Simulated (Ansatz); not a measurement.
**CCl3GeN: basis-set convergence**

An exercise on one series of results from a longer session: the logs are not shown, and one member is left open.

Computed with Ansatz 0.2.0, Gaussian basis. Level: one geometry, several basis sets.

The runs, in order: PBE0-D4/def2-SVP; ωB97M-V/def2-SVP; PBE0-D4/def2-QZVPP; ωB97M-V/def2-QZVPP; the functionals' def2-TZVPP values are taken from earlier runs.

### The geometry

An earlier PBE0-D4 in a triple-zeta def2 set relaxation fixed the geometry.

SMILES `N#[C][Ge]([Cl])([Cl])[Cl]`, 6 atoms, charge 0, spin multiplicity 1.

Atoms are counted from 1 here; the program's logs count them from 0.

Bond lengths: N1–C2 1.151 Å, C2–Ge3 1.909 Å, Ge3–Cl4 2.110 Å, Ge3–Cl5 2.110 Å, Ge3–Cl6 2.110 Å. Angles: N1–C2–Ge3 180.0°, C2–Ge3–Cl4 108.5°, C2–Ge3–Cl5 108.5°, C2–Ge3–Cl6 108.5°, Cl4–Ge3–Cl5 110.4°, Cl4–Ge3–Cl6 110.4°, Cl5–Ge3–Cl6 110.4°.

The first run:

Contents of in.yaml:

```yaml
crystal:
  periodic: [false, false, false]
  atoms:
    - {symbol: N, position_ang: [1.715434, -1.545631, 1.138415]}
    - {symbol: C, position_ang: [0.949556, -0.857357, 0.625004]}
    - {symbol: Ge, position_ang: [-0.320866, 0.283964, -0.227636]}
    - {symbol: Cl, position_ang: [-1.860070, -0.912019, -1.036646]}
    - {symbol: Cl, position_ang: [0.660646, 1.354309, -1.758969]}
    - {symbol: Cl, position_ang: [-1.102600, 1.612732, 1.213632]}
basis:
  gaussian: {orbitals: def2-SVP}
hamiltonian: {xc: pbe0, dispersion: d4}
output: {orbitals: {seedname: orbitals}}
```

Command:

```bash
$ ansatz run in.yaml --threads 4 --pin off --events-out ev --progress --plain --max-ram 10444MiB
```

Among the steps run: PBE0-D4 in def2-SVP; ωB97M-V in def2-SVP; PBE0-D4 in def2-QZVPP; ωB97M-V in def2-QZVPP.

One table of the session follows, with a row left open; its other results are not shown here.

It belongs to the step «Functionals by basis». 

| functional | basis | HOMO (eV) | LUMO (eV) |
| --- | --- | --- | --- |
| PBE0-D4 | def2-SVP | ? | ? |
| PBE0-D4 | def2-TZVPP | -9.96 | -2.04 |
| PBE0-D4 | def2-QZVPP | -9.98 | -2.10 |
| ωB97M-V | def2-SVP | -12.02 | 0.42 |
| ωB97M-V | def2-TZVPP | -12.22 | 0.07 |
| ωB97M-V | def2-QZVPP | -12.26 | -0.05 |

Estimate the missing values for PBE0-D4, def2-SVP.

**Answer.** HOMO (eV): -9.83; LUMO (eV): -1.81. In the column «HOMO (eV)» it is the highest.
